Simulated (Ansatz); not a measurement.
# Si18PO35: the cost of one run

Program: Ansatz 0.2.0. Level of theory: DFT, PBE, plane-wave PAW, default files, scalar-relativistic, as far as a step names no other. These are calculated values, not measurements.

**1. Starting point**

The structure is triclinic, space group P1 (No. 1). Conventional cell: a = 8.514 Å, b = 8.514 Å, c = 10.818 Å, α = 90.00°, β = 90.00°, γ = 120.00°. Si (site symmetry 1) is surrounded by 4 O at 1.61 Å. Si (site symmetry 1) has 3 O at 1.61 Å and 1 P at 1.61 Å as nearest neighbours. Only part of the 54 independent sites is listed.

As a file:

```cif
data_structure
_symmetry_space_group_name_H-M 'P 1'
_symmetry_Int_Tables_number 1
_cell_length_a 8.5144
_cell_length_b 8.5144
_cell_length_c 10.8182
_cell_angle_alpha 90.000
_cell_angle_beta 90.000
_cell_angle_gamma 120.000
_cell_volume 679.20
loop_
_atom_site_label
_atom_site_type_symbol
_atom_site_fract_x
_atom_site_fract_y
_atom_site_fract_z
_atom_site_occupancy
Si1 Si 0.17677 0.82323 0.16667 1
Si2 Si 0.17677 0.82323 0.66667 1
Si3 Si 0.51010 0.48990 0.16667 1
Si4 Si 0.51010 0.48990 0.66667 1
Si5 Si 0.84343 0.15657 0.16667 1
Si6 Si 0.84343 0.15657 0.66667 1
Si7 Si 0.17677 0.35353 0.33333 1
Si8 Si 0.17677 0.35353 0.83333 1
Si9 Si 0.51010 0.02020 0.33333 1
Si10 Si 0.51010 0.02020 0.83333 1
Si11 Si 0.84343 0.68687 0.33333 1
Si12 Si 0.84343 0.68687 0.83333 1
Si13 Si 0.31313 0.15657 0.00000 1
Si14 Si 0.31313 0.15657 0.50000 1
Si15 Si 0.64647 0.82323 0.00000 1
Si16 Si 0.64647 0.82323 0.50000 1
Si17 Si 0.97980 0.48990 0.00000 1
Si18 Si 0.97980 0.48990 0.50000 1
P1 P 0.18680 0.22740 0.44050 1
O1 O 0.18680 0.22740 0.94050 1
O2 O 0.52013 0.89407 0.44050 1
O3 O 0.52013 0.89407 0.94050 1
O4 O 0.85347 0.56073 0.44050 1
O5 O 0.85347 0.56073 0.94050 1
O6 O 0.43927 0.29273 0.10717 1
O7 O 0.43927 0.29273 0.60717 1
O8 O 0.77260 0.95940 0.10717 1
O9 O 0.77260 0.95940 0.60717 1
O10 O 0.10593 0.62607 0.10717 1
O11 O 0.10593 0.62607 0.60717 1
O12 O 0.37393 0.47987 0.27383 1
O13 O 0.37393 0.47987 0.77383 1
O14 O 0.70727 0.14653 0.27383 1
O15 O 0.70727 0.14653 0.77383 1
O16 O 0.04060 0.81320 0.27383 1
O17 O 0.04060 0.81320 0.77383 1
O18 O 0.18680 0.95940 0.05950 1
O19 O 0.18680 0.95940 0.55950 1
O20 O 0.52013 0.62607 0.05950 1
O21 O 0.52013 0.62607 0.55950 1
O22 O 0.85347 0.29273 0.05950 1
O23 O 0.85347 0.29273 0.55950 1
O24 O 0.43927 0.14653 0.39283 1
O25 O 0.43927 0.14653 0.89283 1
O26 O 0.77260 0.81320 0.39283 1
O27 O 0.77260 0.81320 0.89283 1
O28 O 0.10593 0.47987 0.39283 1
O29 O 0.10593 0.47987 0.89283 1
O30 O 0.37393 0.89407 0.22617 1
O31 O 0.37393 0.89407 0.72617 1
O32 O 0.70727 0.56073 0.22617 1
O33 O 0.70727 0.56073 0.72617 1
O34 O 0.04060 0.22740 0.22617 1
O35 O 0.04060 0.22740 0.72617 1
```

Atom 19 of the input is the impurity.

**2. Single point at the given positions**

The input, input.yaml:

```yaml
crystal:
  lattice:
    - [7.3737, 4.2572076799, 0.0]
    - [-7.3737, 4.2572076799, 0.0]
    - [0.0, 0.0, 10.8182]
  atoms:
    - { symbol: Si, position: [0.1767666667, 0.8232333333, 0.1666666666] }
    - { symbol: Si, position: [0.1767666667, 0.8232333333, 0.6666666666] }
    - { symbol: Si, position: [0.5101, 0.4899, 0.1666666666] }
    - { symbol: Si, position: [0.5101, 0.4899, 0.6666666666] }
    - { symbol: Si, position: [0.8434333333, 0.1565666667, 0.1666666666] }
    - { symbol: Si, position: [0.8434333333, 0.1565666667, 0.6666666666] }
    - { symbol: Si, position: [0.1767666667, 0.3535333333, 0.3333333334] }
    - { symbol: Si, position: [0.1767666667, 0.3535333333, 0.8333333334] }
    - { symbol: Si, position: [0.5101, 0.0202, 0.3333333334] }
    - { symbol: Si, position: [0.5101, 0.0202, 0.8333333334] }
    - { symbol: Si, position: [0.8434333333, 0.6868666667, 0.3333333334] }
    - { symbol: Si, position: [0.8434333333, 0.6868666667, 0.8333333334] }
    - { symbol: Si, position: [0.3131333333, 0.1565666667, 0.0] }
    - { symbol: Si, position: [0.3131333333, 0.1565666667, 0.5] }
    - { symbol: Si, position: [0.6464666667, 0.8232333333, 0.0] }
    - { symbol: Si, position: [0.6464666667, 0.8232333333, 0.5] }
    - { symbol: Si, position: [0.9798, 0.4899, 0.0] }
    - { symbol: Si, position: [0.9798, 0.4899, 0.5] }
    - { symbol: P, position: [0.1868, 0.2274, 0.4405] }
    - { symbol: O, position: [0.1868, 0.2274, 0.9405] }
    - { symbol: O, position: [0.5201333333, 0.8940666667, 0.4405] }
    - { symbol: O, position: [0.5201333333, 0.8940666667, 0.9405] }
    - { symbol: O, position: [0.8534666667, 0.5607333333, 0.4405] }
    - { symbol: O, position: [0.8534666667, 0.5607333333, 0.9405] }
    - { symbol: O, position: [0.4392666667, 0.2927333333, 0.1071666666] }
    - { symbol: O, position: [0.4392666667, 0.2927333333, 0.6071666666] }
    - { symbol: O, position: [0.7726, 0.9594, 0.1071666666] }
    - { symbol: O, position: [0.7726, 0.9594, 0.6071666666] }
    - { symbol: O, position: [0.1059333333, 0.6260666667, 0.1071666666] }
    - { symbol: O, position: [0.1059333333, 0.6260666667, 0.6071666666] }
    - { symbol: O, position: [0.3739333333, 0.4798666667, 0.2738333334] }
    - { symbol: O, position: [0.3739333333, 0.4798666667, 0.7738333334] }
    - { symbol: O, position: [0.7072666667, 0.1465333333, 0.2738333334] }
    - { symbol: O, position: [0.7072666667, 0.1465333333, 0.7738333334] }
    - { symbol: O, position: [0.0406, 0.8132, 0.2738333334] }
    - { symbol: O, position: [0.0406, 0.8132, 0.7738333334] }
    - { symbol: O, position: [0.1868, 0.9594, 0.0595] }
    - { symbol: O, position: [0.1868, 0.9594, 0.5595] }
    - { symbol: O, position: [0.5201333333, 0.6260666667, 0.0595] }
    - { symbol: O, position: [0.5201333333, 0.6260666667, 0.5595] }
    - { symbol: O, position: [0.8534666667, 0.2927333333, 0.0595] }
    - { symbol: O, position: [0.8534666667, 0.2927333333, 0.5595] }
    - { symbol: O, position: [0.4392666667, 0.1465333333, 0.3928333334] }
    - { symbol: O, position: [0.4392666667, 0.1465333333, 0.8928333334] }
    - { symbol: O, position: [0.7726, 0.8132, 0.3928333334] }
    - { symbol: O, position: [0.7726, 0.8132, 0.8928333334] }
    - { symbol: O, position: [0.1059333333, 0.4798666667, 0.3928333334] }
    - { symbol: O, position: [0.1059333333, 0.4798666667, 0.8928333334] }
    - { symbol: O, position: [0.3739333333, 0.8940666667, 0.2261666666] }
    - { symbol: O, position: [0.3739333333, 0.8940666667, 0.7261666666] }
    - { symbol: O, position: [0.7072666667, 0.5607333333, 0.2261666666] }
    - { symbol: O, position: [0.7072666667, 0.5607333333, 0.7261666666] }
    - { symbol: O, position: [0.0406, 0.2274, 0.2261666666] }
    - { symbol: O, position: [0.0406, 0.2274, 0.7261666666] }
total_charge: -1
kpoints:
  mp_grid: { grid: [3, 3, 2] }
scf:
  occupations: { method: fermi_dirac, width: 0.01 }
hamiltonian:
  xc: pbe
  pseudopotentials: { kind: paw }
output:
  forces: true
  stress: true
  populations: true
  efg: { quadrupole_moments_barn: { O: -0.02558 }, contact_densities: true }
```

On the command line:

```bash
ansatz run input.yaml --threads 1 --pin off --max-ram 3072MiB --backend cpu --events-out ev --progress --plain --runs-dir out
```

**Question.** How long does this run take on 1 thread of Arm Neoverse V2, shared host, and how much memory does it need?

About 4.2 min, with a peak of 1.6 GiB.
